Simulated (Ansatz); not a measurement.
# TaMnB4: the cost of one run

Method: DFT PBE, scalar-relativistic, plane waves, PAW, in Ansatz 0.2.0.

3 further runs of the same task are left out: 1 that didn't finish, 2 set aside as unsound or not needed. Runs told in other sessions of the task aren't counted.

**1. Starting point**

It takes space group P6/mmm (No. 191, hexagonal). The conventional cell has a = 3.052 Å, b = 3.052 Å, c = 6.281 Å, α = 90.00°, β = 90.00°, γ = 120.00°. Ta (site symmetry 6/mmm) is surrounded by 12 B at 2.43 Å. Mn (site symmetry 6/mmm) is surrounded by 12 B at 2.30 Å. Around B (site symmetry 3m) lie 3 B at 1.76 Å and 3 Mn at 2.30 Å and 3 Ta at 2.43 Å.

Structure file:

```cif
data_structure
_symmetry_space_group_name_H-M 'P 1'
_symmetry_Int_Tables_number 1
_cell_length_a 3.0519
_cell_length_b 3.0519
_cell_length_c 6.2813
_cell_angle_alpha 90.000
_cell_angle_beta 90.000
_cell_angle_gamma 120.000
_cell_volume 50.67
loop_
_atom_site_label
_atom_site_type_symbol
_atom_site_fract_x
_atom_site_fract_y
_atom_site_fract_z
_atom_site_occupancy
Ta1 Ta 0.00000 0.00000 0.50000 1
Mn1 Mn 0.00000 0.00000 0.00000 1
B1 B 0.33333 0.66667 0.76579 1
B2 B 0.33333 0.66667 0.23421 1
B3 B 0.66667 0.33333 0.76579 1
B4 B 0.66667 0.33333 0.23421 1
```

It is the end of an earlier relaxation with the same method, from a database cell with other species swapped in; it needn't be the stable form of this composition. At a tolerance of 0.05 Å it has space group P6/mmm (No. 191); it has 8.44 Å³/atom, an uncorrected energy of -0.49 eV/atom over the elements and, on its mesh, gap none (metal).

**2. The cell scaled to 0.97 of its volume**

Input file input.yaml:

```yaml
crystal:
  lattice:
    - [3.0210839576, 0.0, 0.0]
    - [-1.5105419788, 2.6163354542, 0.0]
    - [0.0, 0.0, 6.2178668303]
  atoms:
    - { symbol: Ta, position: [0.0, 0.0, 0.5] }
    - { symbol: Mn, position: [0.0, 0.0, 0.0], spin: 2.35 }
    - { symbol: B, position: [0.3333333333, 0.6666666667, 0.7657949874] }
    - { symbol: B, position: [0.3333333333, 0.6666666667, 0.2342050126] }
    - { symbol: B, position: [0.6666666667, 0.3333333333, 0.7657949874] }
    - { symbol: B, position: [0.6666666667, 0.3333333333, 0.2342050126] }
basis:
  ecutwfc: 420
kpoints:
  mp_grid: { grid: [12, 12, 6] }
hamiltonian:
  xc: pbe
scf:
  occupations: { method: gaussian, width: 0.1 }
output:
  forces: true
  stress: true
  eigenvalues: true
  populations: true
magnetization:
  spin_polarized: true
relax:
  adjacent_minimum: "off"
  f_tol: 0.01
  max_steps: 30
  cell: { stress_tol: 0.1, fix: [volume] }
```

The run is started by

```sh
$ ansatz run input.yaml --threads 1 --pin off --max-ram 2560MiB --backend cpu --events-out ev --progress --plain --runs-dir out
```

Q: Estimate wall time and peak memory on 1 thread of Intel Xeon 6975P-C (Granite Rapids), shared host.

About 35 s, with a peak of 0.54 GiB.
